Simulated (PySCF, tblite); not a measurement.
# Al₁₀H₃₆N₄P₆: electronic excitations, NMR shifts

Wanted: electronic excitations, NMR shifts for Al₁₀H₃₆N₄P₆.

Computed with tblite 0.8.0 and PySCF 2.14.0 and routines of our own; the level stands in each step. Atoms count from 0.

## 1. The starting structure

56 atoms, charge 0, multiplicity 1; geometry from: force field, distance geometry or constructed start.

## 2. Relaxing the molecule with GFN2-xTB

What the job is given:

```
{"job": {"kind": "relax", "xc": "GFN2-xTB", "basis": "xTB"}, "charge": 0, "multiplicity": 1}
Al     1.643300     1.988600    -2.743200
Al     1.635200    -0.197000    -0.558500
Al    -0.546400     1.988100    -0.550600
Al    -0.552300    -0.195200    -2.747800
Al    -0.552600    -2.390800    -0.548200
Al    -2.744900    -2.390100    -2.744200
Al    -2.741500    -0.197900    -0.554900
Al     1.641800    -2.386900     1.639900
Al    -2.738900     1.988300     1.638000
Al    -0.554400    -0.200400     1.640000
N      0.541300     0.894200    -1.648700
N      0.540900    -1.296600     0.543400
N     -1.650000     0.896100     0.548400
N     -1.644400    -1.295200    -1.649300
P     -1.870100     3.311900    -1.867700
H     -1.247100     4.463200    -2.540900
H     -2.546800     2.686000    -3.022900
H     -3.024900     3.982700    -1.246200
P      2.954200    -3.704200     0.324600
H      4.113500    -3.082300    -0.354500
H      3.631800    -4.858000     0.946300
H      2.331200    -4.383700    -0.834000
P      2.958200     3.311400    -1.418600
H      2.327900     3.981800    -0.270800
H      4.111200     2.686700    -0.745000
H      3.628000     4.461700    -2.045400
P      2.955500    -1.070900     2.954100
H      4.110100    -0.393300     2.333300
H      2.332700     0.083000     3.632100
H      3.635200    -1.695500     4.114100
P      0.768400     1.117400     2.953700
H      0.891900     0.770500     4.386000
H      2.194800     1.245900     2.605300
H      0.419300     2.546500     3.087500
P     -1.866700    -1.514200     2.951500
H     -3.023300    -2.193000     2.329200
H     -1.246000    -2.671700     3.630000
H     -2.546300    -0.890700     4.108100
H      2.528700    -1.092600    -1.440800
H     -1.445500     0.692900    -3.629500
H      0.749200     2.877200    -3.626900
H     -3.624800     0.683900    -1.437000
H      0.342500    -1.087700    -3.634300
H     -3.628100    -3.279200    -1.854200
H      2.523900     1.103000    -3.628300
H     -3.632600    -1.498900    -3.634100
H      0.751700    -3.278600     2.527000
H     -1.852700     2.882100     2.529900
H      0.339200     2.879900     0.337800
H     -3.628800     1.102000     2.529600
H     -3.631600    -1.096000     0.340700
H     -1.434100    -3.277400     0.337300
H      0.337200    -3.279100    -1.440600
H     -1.855800    -3.280300    -3.633700
H      2.528300     0.688600     0.339100
H     -3.631200     2.882500     0.749900
```

Launch:

```sh
> OMP_NUM_THREADS=4 python large_run.py task.json out
```

The driver reads the jobs from task.json and runs them one after another.

Standard output:

```text
step      E/eV     max force
  0   -1529.59285    4.094
  1   -1531.53484    2.611
  2   -1533.04498    1.362
  3   -1533.36417    1.113
  4   -1534.25300    1.328
  5   -1534.48225    0.987
  6   -1534.74770    0.629
  7   -1534.88366    0.808
  8   -1535.01171    0.767
  9   -1535.12401    0.796
 10   -1535.24701    0.704
 11   -1535.33769    0.632
 12   -1535.41687    0.538
 13   -1535.49237    0.581
 14   -1535.57849    0.593
 15   -1535.66733    0.729
 16   -1535.75908    0.778
 17   -1535.85432    0.556
 18   -1535.93093    0.568
 19   -1535.99752    0.537
 20   -1536.05921    0.440
 21   -1536.10969    0.546
 22   -1536.15859    0.484
 23   -1536.20400    0.390
 24   -1536.24259    0.403
 25   -1536.27627    0.308
 26   -1536.30619    0.351
 27   -1536.33706    0.350
 28   -1536.37312    0.395
 29   -1536.40904    0.353
 30   -1536.44176    0.319
 31   -1536.47734    0.359
 32   -1536.52360    0.530
 33   -1536.57816    0.623
 34   -1536.64529    0.503
 35   -1536.70858    0.415
 36   -1536.75823    0.370
 37   -1536.80955    0.585
 38   -1536.87759    0.610
 39   -1536.94981    0.622
 40   -1537.01473    0.634
 41   -1537.08204    0.555
 42   -1537.15190    0.560
 43   -1537.22326    0.584
 44   -1537.27272    0.605
 45   -1537.32967    0.418
 46   -1537.37543    0.327
 47   -1537.41826    0.381
 48   -1537.45429    0.384
 49   -1537.49193    0.368
 50   -1537.52814    0.336
 51   -1537.55845    0.381
 52   -1537.58569    0.381
 53   -1537.61277    0.340
 54   -1537.64379    0.281
 55   -1537.66727    0.254
 56   -1537.68836    0.276
 57   -1537.70440    0.214
 58   -1537.72001    0.226
 59   -1537.73611    0.228
 60   -1537.75310    0.228
 61   -1537.77009    0.227
 62   -1537.78752    0.220
 63   -1537.80414    0.228
 64   -1537.81831    0.218
 65   -1537.83085    0.193
 66   -1537.84318    0.185
 67   -1537.85566    0.203
 68   -1537.86903    0.200
 69   -1537.88205    0.217
 70   -1537.89441    0.177
 71   -1537.90777    0.202
 72   -1537.92406    0.232
 73   -1537.94310    0.295
 74   -1537.96347    0.291
 75   -1537.98396    0.247
 76   -1538.00346    0.249
 77   -1538.02119    0.247
 78   -1538.03965    0.281
 79   -1538.06085    0.248
 80   -1538.08046    0.260
 81   -1538.09457    0.272
 82   -1538.10475    0.246
 83   -1538.11744    0.208
 84   -1538.13423    0.217
 85   -1538.14813    0.214
 86   -1538.16408    0.191
 87   -1538.17690    0.194
 88   -1538.19225    0.186
 89   -1538.20803    0.228
 90   -1538.22404    0.236
 91   -1538.23856    0.230
 92   -1538.25477    0.187
 93   -1538.27172    0.236
 94   -1538.28740    0.218
 95   -1538.29993    0.196
 96   -1538.31117    0.187
 97   -1538.32239    0.213
 98   -1538.33534    0.243
 99   -1538.34783    0.207
100   -1538.35862    0.181
101   -1538.36794    0.188
102   -1538.37817    0.171
103   -1538.38913    0.204
104   -1538.40018    0.176
105   -1538.40958    0.152
106   -1538.41747    0.156
107   -1538.42403    0.166
108   -1538.43044    0.146
109   -1538.43651    0.187
110   -1538.44271    0.203
111   -1538.44896    0.175
112   -1538.45509    0.157
113   -1538.46098    0.186
114   -1538.46732    0.208
115   -1538.47395    0.174
116   -1538.48049    0.146
117   -1538.48631    0.111
118   -1538.49090    0.093
119   -1538.49455    0.116
120   -1538.49798    0.122
121   -1538.50158    0.122
122   -1538.50531    0.121
123   -1538.50921    0.126
124   -1538.51323    0.128
125   -1538.51704    0.119
126   -1538.52046    0.126
127   -1538.52376    0.112
128   -1538.52713    0.109
129   -1538.53071    0.109
130   -1538.53429    0.123
131   -1538.53753    0.122
132   -1538.54015    0.085
133   -1538.54231    0.074
134   -1538.54427    0.072
135   -1538.54622    0.081
136   -1538.54827    0.073
137   -1538.55042    0.086
138   -1538.55254    0.072
139   -1538.55457    0.066
140   -1538.55654    0.068
141   -1538.55870    0.089
142   -1538.56132    0.100
143   -1538.56451    0.093
144   -1538.56776    0.082
145   -1538.57058    0.073
146   -1538.57294    0.088
147   -1538.57531    0.096
148   -1538.57793    0.095
149   -1538.58087    0.095
150   -1538.58363    0.093
151   -1538.58609    0.112
152   -1538.58835    0.107
153   -1538.59102    0.080
154   -1538.59393    0.099
155   -1538.59692    0.094
156   -1538.59955    0.121
157   -1538.60197    0.096
158   -1538.60431    0.088
159   -1538.60708    0.116
160   -1538.61025    0.119
161   -1538.61399    0.160
162   -1538.61781    0.109
163   -1538.62213    0.093
164   -1538.62586    0.111
165   -1538.63046    0.127
166   -1538.63411    0.147
167   -1538.63766    0.113
168   -1538.64062    0.113
169   -1538.64409    0.099
170   -1538.64675    0.101
171   -1538.64985    0.088
172   -1538.65216    0.084
173   -1538.65421    0.072
174   -1538.65597    0.069
175   -1538.65782    0.077
176   -1538.65963    0.076
177   -1538.66153    0.069
178   -1538.66331    0.059
179   -1538.66513    0.078
180   -1538.66725    0.078
181   -1538.66928    0.074
182   -1538.67103    0.069
183   -1538.67255    0.068
184   -1538.67396    0.065
185   -1538.67529    0.068
186   -1538.67654    0.066
187   -1538.67770    0.055
188   -1538.67878    0.050
189   -1538.67980    0.052
190   -1538.68088    0.050
191   -1538.68197    0.052
192   -1538.68302    0.049
193   -1538.68401    0.044
194   -1538.68489    0.047
195   -1538.68572    0.043
196   -1538.68654    0.052
197   -1538.68739    0.056
198   -1538.68824    0.055
199   -1538.68902    0.053
200   -1538.68969    0.039
201   -1538.69029    0.038
202   -1538.69093    0.045
203   -1538.69169    0.065
204   -1538.69254    0.067
205   -1538.69338    0.041
206   -1538.69416    0.038
207   -1538.69492    0.047
208   -1538.69571    0.069
209   -1538.69654    0.065
210   -1538.69737    0.049
211   -1538.69810    0.047
212   -1538.69875    0.048
213   -1538.69935    0.039
214   -1538.69994    0.032
215   -1538.70055    0.040
216   -1538.70120    0.037
217   -1538.70183    0.039
218   -1538.70241    0.039
219   -1538.70301    0.038
220   -1538.70374    0.040
221   -1538.70466    0.048
222   -1538.70569    0.054
223   -1538.70661    0.047
224   -1538.70745    0.048
225   -1538.70834    0.053
226   -1538.70956    0.057
227   -1538.71092    0.067
228   -1538.71215    0.050
229   -1538.71308    0.043
230   -1538.71385    0.039
231   -1538.71465    0.048
232   -1538.71565    0.055
233   -1538.71674    0.058
234   -1538.71770    0.049
235   -1538.71839    0.050
236   -1538.71894    0.038
237   -1538.71948    0.040
238   -1538.72015    0.038
239   -1538.72075    0.045
240   -1538.72130    0.034
241   -1538.72176    0.031
242   -1538.72220    0.028
243   -1538.72268    0.033
244   -1538.72319    0.046
245   -1538.72368    0.037
246   -1538.72413    0.033
247   -1538.72458    0.033
248   -1538.72503    0.039
249   -1538.72544    0.031
250   -1538.72576    0.025
251   -1538.72605    0.032
252   -1538.72637    0.047
253   -1538.72676    0.049
254   -1538.72716    0.036
255   -1538.72749    0.024
256   -1538.72776    0.025
257   -1538.72804    0.031
258   -1538.72836    0.039
259   -1538.72872    0.043
260   -1538.72906    0.031
261   -1538.72935    0.024
262   -1538.72959    0.027
263   -1538.72983    0.028
264   -1538.73009    0.034
265   -1538.73036    0.034
266   -1538.73063    0.026
267   -1538.73087    0.024
268   -1538.73110    0.023
269   -1538.73132    0.027
270   -1538.73154    0.020
271   -1538.73175    0.022
272   -1538.73195    0.024
273   -1538.73215    0.026
274   -1538.73238    0.027
275   -1538.73259    0.024
276   -1538.73277    0.021
277   -1538.73292    0.021
278   -1538.73307    0.023
279   -1538.73323    0.020
```

It took 46 s on 4 threads of Arm Neoverse N1, shared host; peak memory 0.16 GiB.

Step by step:

```
step  energy from step 0 (eV)  largest force (eV/Å)
   0                   0.0000                4.0937
   1                  -1.9420                2.6113
   2                  -3.4521                1.3625
   3                  -3.7713                1.1127
   4                  -4.6601                1.3281
   5                  -4.8894                0.9875
   6                  -5.1548                0.6288
   7                  -5.2908                0.8083
   8                  -5.4189                0.7672
  32                  -6.9307                0.5293
  56                  -8.0955                0.2762
  80                  -8.4876                0.2607
 105                  -8.8167                0.1525
 129                  -8.9379                0.1091
 153                  -8.9982                0.0794
 177                  -9.0687                0.0694
 202                  -9.0981                0.0455
 226                  -9.1167                0.0564
 250                  -9.1329                0.0250
 275                  -9.1397                0.0237
 276                  -9.1399                0.0216
 277                  -9.1401                0.0211
 278                  -9.1402                0.0233
 279                  -9.1404                0.0192
```

Distances of close pairs at the start and the end, largest changes first:

```
   bond  before (Å)  after (Å)  change (Å)
Al7–H52       3.462      1.603      -1.859
Al9–H50       3.458      1.716      -1.742
Al3–H53       3.464      1.910      -1.555
Al0–H39       3.465      1.966      -1.499
Al4–H52       1.542      2.304      +0.762
Al6–H50       1.550      2.112      +0.563
Al0–Al3       3.097      2.579      -0.518
Al3–Al5       3.102      2.586      -0.516
```

The next job starts from the end point, and lists it.

## 3. Electronic excitations: TDA CAM-B3LYP/def2-SVP

What the job is given:

```
{"job": {"kind": "uv", "basis": "def2-SVP", "grid": 1, "kgrid": 0, "vcut": 1.5, "nstates": 6, "ntriplets": 2, "tda": true, "delta": [], "pop": true, "xc": "CAM-B3LYP"}, "charge": 0, "multiplicity": 1}
Al     0.882529     1.649935    -3.362229
Al     1.178402     0.023187    -0.196117
Al    -0.338550     2.254803    -0.619558
Al    -0.625952    -0.249662    -2.487699
Al    -1.013591    -2.011670    -0.522382
Al    -2.221293    -2.249334    -2.866879
Al    -2.690116     0.597268    -0.661704
Al     1.309537    -2.457166     0.748686
Al    -3.029706     1.939925     1.606980
Al    -1.333038    -0.126062     1.526929
N      0.531861     0.988380    -1.639550
N      0.031987    -1.085440     0.755598
N     -1.532333     1.503701     0.549397
N     -2.146794    -0.873717    -1.572644
P     -1.591344     3.896574    -1.941756
H     -0.909827     5.104864    -2.012204
H     -2.332556     4.080344    -3.097487
H     -2.567434     4.364816    -1.068520
P      3.366923    -3.786274     0.208387
H      4.718943    -4.022619     0.474898
H      2.964189    -5.024873     0.674744
H      3.465193    -4.211697    -1.106762
P      3.162434     2.284463    -2.366834
H      2.708875     3.144851    -1.373944
H      3.505884     1.282286    -1.460686
H      4.445852     2.833330    -2.411009
P      3.017120    -0.994854     2.108034
H      3.903112     0.083142     2.123206
H      2.372786    -0.588906     3.271128
H      3.897482    -1.821271     2.807044
P     -0.188020     1.230762     3.384692
H     -0.408721     1.129817     4.757541
H      1.102835     1.731254     3.523571
H     -0.776472     2.483253     3.264159
P     -1.648770    -1.866195     3.334931
H     -2.841472    -2.556396     3.217893
H     -0.850693    -2.996576     3.321853
H     -1.711052    -1.781673     4.725760
H      2.384551    -1.080146    -0.613741
H     -0.950949     1.011800    -3.669445
H      0.683807     3.193684    -3.650795
H     -3.259127     1.671694    -1.688254
H      0.312824    -1.713826    -2.051924
H     -1.383946    -3.409622    -2.054051
H      1.527257     0.515968    -4.238823
H     -3.581814    -2.635908    -3.497638
H      1.429447    -3.070809     2.227072
H     -3.092927     3.432939     2.051640
H      0.512211     3.429803    -0.035607
H     -2.780927     0.862525     2.898972
H     -2.897628    -0.635937     1.040611
H     -1.799540    -3.019775     0.422020
H      0.722596    -3.511056    -0.307102
H     -1.078374    -1.443538    -3.908057
H      1.690401     1.178036     0.823796
H     -4.240812     1.339838     0.639889
```

With the program's defaults for keys left out, this is: TDA CAM-B3LYP/def2-SVP, vertical, gas phase, core orbitals frozen in the response, virtual orbitals cut by energy.

Standard output:

```text
start: PBE on a coarse grid of 49193 points
cycle   1  E = -4707.8515378042  dE =  1.959e+00  |g| = 1.376e+00  |ddm| = 8.226e+00
cycle   2  E = -4701.8189248560  dE =  6.033e+00  |g| = 4.645e+00  |ddm| = 1.631e+01
cycle   3  E = -4708.2119912108  dE = -6.393e+00  |g| = 6.111e-01  |ddm| = 1.509e+01
cycle   4  E = -4708.2748270482  dE = -6.284e-02  |g| = 4.320e-01  |ddm| = 2.604e+00
cycle   5  E = -4708.3234400834  dE = -4.861e-02  |g| = 1.699e-01  |ddm| = 1.153e+00
cycle   6  E = -4708.3307765144  dE = -7.336e-03  |g| = 3.885e-02  |ddm| = 4.293e-01
cycle   7  E = -4708.3311892993  dE = -4.128e-04  |g| = 7.861e-03  |ddm| = 1.024e-01
final grid: 190524 points
cycle   8  E = -4711.6950187000  dE = -3.280e-02  |g| = 1.059e-01  |ddm| = 1.141e+00
cycle   9  E = -4711.6951553028  dE = -1.366e-04  |g| = 1.160e-01  |ddm| = 3.064e-01
cycle  10  E = -4711.6980851262  dE = -2.930e-03  |g| = 1.824e-02  |ddm| = 1.888e-01
cycle  11  E = -4711.6981687470  dE = -8.362e-05  |g| = 6.921e-03  |ddm| = 5.308e-02
cycle  12  E = -4711.6981811394  dE = -1.239e-05  |g| = 7.797e-04  |ddm| = 2.144e-02
cycle  13  E = -4711.6981809807  dE =  1.587e-07  |g| = 4.049e-04  |ddm| = 2.503e-03
cycle  14  E = -4711.6981819810  dE = -1.000e-06  |g| = 1.474e-04  |ddm| = 8.811e-04
cycle  15  E = -4711.6981841714  dE = -2.190e-06  |g| = 3.115e-05  |ddm| = 4.077e-04
converged SCF energy = -4711.6981841714

Static polarisability (au): isotropic 397.411, principal 377.253 391.835 423.145

Singlet excitations
state   eV       nm        f      main configurations
  1   5.7620    215.2   0.01584   H-1->L 0.28, H->L 0.26, H-3->L 0.14
  2   5.8314    212.6   0.01277   H-1->L+1 0.18, H-2->L 0.16, H-3->L 0.13
  3   5.9177    209.5   0.01425   H->L 0.10, H->L+1 0.09, H->L+4 0.09
  4   6.0238    205.8   0.02539   H->L+2 0.18, H->L 0.14, H-2->L 0.12
  5   6.1183    202.6   0.02874   H->L+4 0.20, H-2->L 0.13, H-3->L 0.10
  6   6.2410    198.7   0.07294   H->L+1 0.30, H->L 0.11, H-4->L 0.10

Triplet excitations (Tamm-Dancoff, eV): 5.3386 5.3733
```

Run time: 5.3 min. Hardware: 4 threads of Arm Neoverse N1, shared host; peak memory 3 GiB.

Frontier orbitals and where they lie:

```
orbital     eV                         atoms
 HOMO−4  -8.48   H46 12 %, H38 10 %, H54 9 %
 HOMO−3  -8.33   H50 13 %, N13 10 %, H44 7 %
 HOMO−2  -8.21    N13 10 %, H46 7 %, H43 5 %
 HOMO−1  -8.12   H51 12 %, H39 10 %, N10 7 %
   HOMO  -7.86   H42 16 %, H51 12 %, Al4 8 %
   LUMO   0.27  P30 15 %, Al9 11 %, Al6 10 %
 LUMO+1   0.56   P18 14 %, Al7 13 %, Al9 8 %
 LUMO+2   0.77  Al6 18 %, Al8 10 %, P30 10 %
 LUMO+3   0.95  P14 24 %, Al2 13 %, H16 10 %
```

With each of the 6 states as a Gaussian band of 0.4 eV half-width at 1/e, the curve within the window shown has maxima at 203 nm (ε 5,900) L/(mol cm). Beyond the last state computed it falls off for lack of states. The curve at chosen wavelengths:

```
 nm  ε (L/mol/cm)
190          2344
192          3085
194          3843
196          4552
198          5149
200          5582
202          5824
204          5867
206          5726
208          5429
210          5013
212          4519
214          3983
216          3438
218          2909
220          2415
222          1968
224          1576
226          1240
228           959
230           730
232           546
234           402
236           292
238           209
240           147
```

Ground-state properties from the same run:

```
           property  computed
  dipole moment (D)     10.18
polarisability (Å³)     58.89
 HOMO–LUMO gap (eV)      8.12
      −ε(HOMO) (eV)      7.86
```

[end of part 1 of 2]
